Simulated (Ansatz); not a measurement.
Consider a comparison of norm-conserving and PAW potentials of AlNi, space group Cmmm (the Ansatz DFT code, driven from Python).

The script reads `alni.cif`:
```cif
data_AlNi
_cell_length_a 2.751997
_cell_length_b 2.751997
_cell_length_c 3.099430
_cell_angle_alpha 90.00000
_cell_angle_beta 90.00000
_cell_angle_gamma 90.42682
_symmetry_space_group_name_H-M 'P 1'
_symmetry_Int_Tables_number 1
loop_
_symmetry_equiv_pos_as_xyz
'x, y, z'
loop_
_atom_site_label
_atom_site_type_symbol
_atom_site_fract_x
_atom_site_fract_y
_atom_site_fract_z
Al1 Al    0.000000    0.000000    0.000000
Ni2 Ni    0.500000    0.500000    0.500000
```

`run_nc_paw.py`
```python
'''Two kinds of potentials on AlNi.'''

import ansatz as az
from ase.io import read
import numpy as np


def count_gap(report):
    # lowest empty less highest filled band, counting bands; zero where they overlap
    return max(report.get('gap_by_band_count_ev') or 0.0, 0.0)


def main() -> None:
    atoms = read('alni.cif')
    system = az.Crystal.from_ase(atoms).moments(Ni=2.0)

    model = (
        system.calculation()
        .functional('pbesol', dispersion='D3(BJ)')
        .kpoints(11, 11, 10)
        .spin('collinear')
        .occupations('Fermi-Dirac', width=0.15)
        .stress()
        .forces()
        .band_table()
    )
    variants = {
        'PAW': model.pseudopotentials('paw'),
        'norm-conserving': model.pseudopotentials('nc'),
    }
    # totals differ by the cores that each treatment holds, so compare what does not depend on them
    rows = []
    for label, variant in variants.items():
        data = variant.run(threads=1).report
        levels = np.array(data['eigenvalues_ev'][0]) - data['fermi_energy_ev']
        print(label, 'levels at the first k-point near E_F:', np.round(levels[np.abs(levels) < 5], 3))
        rows.append((label, data['n_electrons'], np.trace(data['stress_gpa']) / 3, count_gap(data), data['magnetization_mub']))
    for row in rows:
        print('; '.join(f'{name} = {round(v, 4) if isinstance(v, float) else v}' for name, v in zip(['treatment', 'electrons in bands', 'P GPa', 'gap by band count eV', 'moment muB'], row)))


if __name__ == '__main__':
    main()
```

How well do the two treatments of the cores agree on the pressure?

PAW gives -5.106 GPa and norm-conserving -5.041 GPa, 0.06 GPa apart. They took 11.5 and 71.0 s of processor time.

The run itself:

```console
$ python run_nc_paw.py
DeckWarning: basis.ecutwfc = 420 eV, auto-derived from the records' recommended cutoffs: set by Al (normal level)
RunWarning: the starting moments were not kept: the SCF closed with an absolute magnetisation of 3.8e-7 μB, where they sum to 2 μB in size (1 site). That is at most 0.1 of that sum. Measured as dr2_m [...]
PAW levels at the first k-point near E_F: [-3.481 -3.345 -1.7   -1.681 -1.39   2.882]
DeckWarning: basis.ecutwfc = 1333.357926 eV, auto-derived from the records' recommended cutoffs: set by Ni (normal level)
norm-conserving levels at the first k-point near E_F: [-3.469 -3.345 -1.702 -1.683 -1.385  2.887]
treatment = PAW; electrons in bands = 21.0; P GPa = -5.1056; gap by band count eV = 0.0; moment muB = 0.0
treatment = norm-conserving; electrons in bands = 21.0; P GPa = -5.0413; gap by band count eV = 0.0; moment muB = 0.0
```
(Warnings from the package without file and line, shortened, repeats left out.)

Notes:
- The SCF didn't keep the moments it started from (some shrank, vanished or turned); what is printed is the state reached.
- The computed bands are complete only to about 5.7 eV above the Fermi level.
- Dispersion corrections can be off by several per cent in the lattices of metals, and by several GPa in the pressure at a fixed cell.
- For a metal this k-point mesh is coarse: on a finer one energies can move by several to tens of meV an atom and pressures by half a GPa or more, differences at one mesh by less.
- Within a few hundredths of an angstrom the cell has the higher group P4/mmm; the lower one is a small distortion.
- The smearing is wide enough that free energy and stress hold a thermal part of the electrons.
- A gap by band count of zero or less means overlapping bands, a metal.
- At these settings the cell as given stands under about -5 GPa, so it isn't at this functional's equilibrium volume.
- The structure comes from a database of computed cells and needn't be a stable or known phase.
- Gaps and levels are Kohn-Sham values on a finite set of k-points.
- Stress is positive in compression.
- Finished in 83 s on 1 thread of Arm Neoverse V2 (shared host), peak memory 0.89 GiB.
